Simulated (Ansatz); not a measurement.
# CH6OSn: a ladder of functionals and wavefunction methods

Aim: compute CH6OSn with functionals from several rungs and with coupled cluster. The yardstick is the atomisation energy at the CCSD(T) limit.

The runs use Ansatz 0.2.0, Gaussian basis; functionals in def2-TZVPP, the program's frozen cores in correlated methods.

Plan: LDA (SPW92), PBE-D4, revPBE-D4, BLYP-D4, r2SCAN-D4, B97M-V, PBE0-D4, B3LYP-D4, r2SCANh-D4, r2SCAN0-D4, HSE06-D4, BHLYP-D4, CAM-B3LYP-D4, LC-ωPBE, ωB97X-V, ωB97M-V, B2PLYP, PBE-QIDH; CCSD(T)/def2-SVP; CCSD(T)/def2-TZVPP; MP2/def2-QZVPP; extrapolation to the limit; RPA on PBE.

## (1) The geometry

The geometry comes from an earlier relaxation with PBE0-D4 in a triple-zeta def2 set; it is a stationary point, not always the lowest conformer. Sn takes the def2 core potential; no spin-orbit term is included.

SMILES `O[CH2][SnH3]`, 9 atoms, charge 0, spin multiplicity 1.

Atoms are counted from 1 here; the program's logs count them from 0.

Bond lengths: O1–C2 1.413 Å, O1–H4 0.960 Å, C2–Sn3 2.175 Å, C2–H5 1.091 Å, C2–H6 1.096 Å, Sn3–H7 1.714 Å, Sn3–H8 1.711 Å, Sn3–H9 1.707 Å. Angles: C2–O1–H4 108.8°, O1–C2–Sn3 112.6°, O1–C2–H5 106.6°, O1–C2–H6 112.2°, Sn3–C2–H5 108.3°, Sn3–C2–H6 109.6°, H5–C2–H6 107.3°, C2–Sn3–H7 107.0°, C2–Sn3–H8 111.7°, C2–Sn3–H9 110.7°, H7–Sn3–H8 109.0°, H7–Sn3–H9 108.8°, H8–Sn3–H9 109.4°.

## (2) LDA

This LDA is Slater exchange with PW92 correlation.

in.yaml reads:

```yaml
crystal:
  periodic: [false, false, false]
  atoms:
    - {symbol: O, position_ang: [-1.412247, 1.040861, -0.629318]}
    - {symbol: C, position_ang: [-0.013650, 0.868809, -0.520110]}
    - {symbol: Sn, position_ang: [0.524505, -0.843560, 0.707381]}
    - {symbol: H, position_ang: [-1.781730, 0.286727, -1.094589]}
    - {symbol: H, position_ang: [0.375185, 1.768411, -0.041718]}
    - {symbol: H, position_ang: [0.470420, 0.785500, -1.500159]}
    - {symbol: H, position_ang: [-0.405908, -2.170216, 0.149911]}
    - {symbol: H, position_ang: [2.185593, -1.227844, 0.565299]}
    - {symbol: H, position_ang: [0.146234, -0.554887, 2.346403]}
basis:
  gaussian: {orbitals: def2-TZVPP}
hamiltonian: {xc: lda}
output: {orbitals: {seedname: orbitals}}
```

On the command line:

```console
$ ansatz run in.yaml --threads 2 --pin off --events-out ev --progress --plain --max-ram 4352MiB
```

Further steps of the session: PBE-D4 (GGA); revPBE-D4 (GGA); BLYP-D4 (GGA); r2SCAN-D4 (meta-GGA); B97M-V (meta-GGA); B3LYP-D4 (hybrid); r2SCANh-D4 (hybrid); r2SCAN0-D4 (hybrid); HSE06-D4 (hybrid); BHLYP-D4 (hybrid); CAM-B3LYP-D4 (range-separated); LC-ωPBE (range-separated); ωB97X-V (range-separated); ωB97M-V (range-separated); B2PLYP (double hybrid); PBE-QIDH (double hybrid); CCSD(T) in def2-SVP; CCSD(T) in def2-TZVPP; MP2 in def2-QZVPP; RPA on PBE orbitals.

Q: Predict the results of all the runs planned. Wanted: atomisation energy, CCSD(T)/CBS; farthest beyond LDA; mean size of error, GGA; mean size of error, meta-GGA; mean size of error, hybrid; mean size of error, range-separated; mean size of error, double hybrid; gap, smallest and largest; T1 diagnostic.

The runs gave:

```
                               quantity                                                                value
        atomisation energy, CCSD(T)/CBS                                                            28.433 eV
    functionals within 0.284 eV (1.0 %)  PBE-D4, r2SCAN-D4, B97M-V, B3LYP-D4, CAM-B3LYP-D4, ωB97X-V, ωB97M-V
                    farthest beyond LDA                                                 BHLYP-D4 (-1.096 eV)
                mean size of error, GGA                                                             0.353 eV
           mean size of error, meta-GGA                                                             0.157 eV
             mean size of error, hybrid                                                             0.566 eV
    mean size of error, range-separated                                                             0.180 eV
      mean size of error, double hybrid                                                             0.628 eV
              gap, smallest and largest                                5.11 eV (BLYP-D4), 11.75 eV (LC-ωPBE)
                          T1 diagnostic                                                               0.0125
triples share of the correlation energy                                                                3.1 %
```

**Reading.** The LDA atomisation energy is off by 4.040 eV (14 %): it overbinds. PBE-D4 misses by +0.042 eV. Double hybrids carry the basis error of their MP2 part in triple zeta, and no dispersion term here, so their miss is partly the set-up's. The rungs meta-GGA, range-separated miss on average by less than the doubt on the reference (0.284 eV), so they tie. Misses under about 0.284 eV are within the doubt on the reference itself, which lacks core-valence correlation, spin-orbit coupling and higher excitations, and its outer-core shells are covered unevenly. All levels share the lack of spin-orbit coupling, which lowers the free heavy atoms and so the true binding. Hartree-Fock recovers 69 % of the binding; the rest is correlation. CCSD(T) in def2-SVP is off by -1.958 eV, worse than the median functional, from the basis alone. Orbital gaps span 5.1 to 11.7 eV; exact exchange widens them. Correlated methods include outer-core shells of Sn, which these sets cover unevenly.
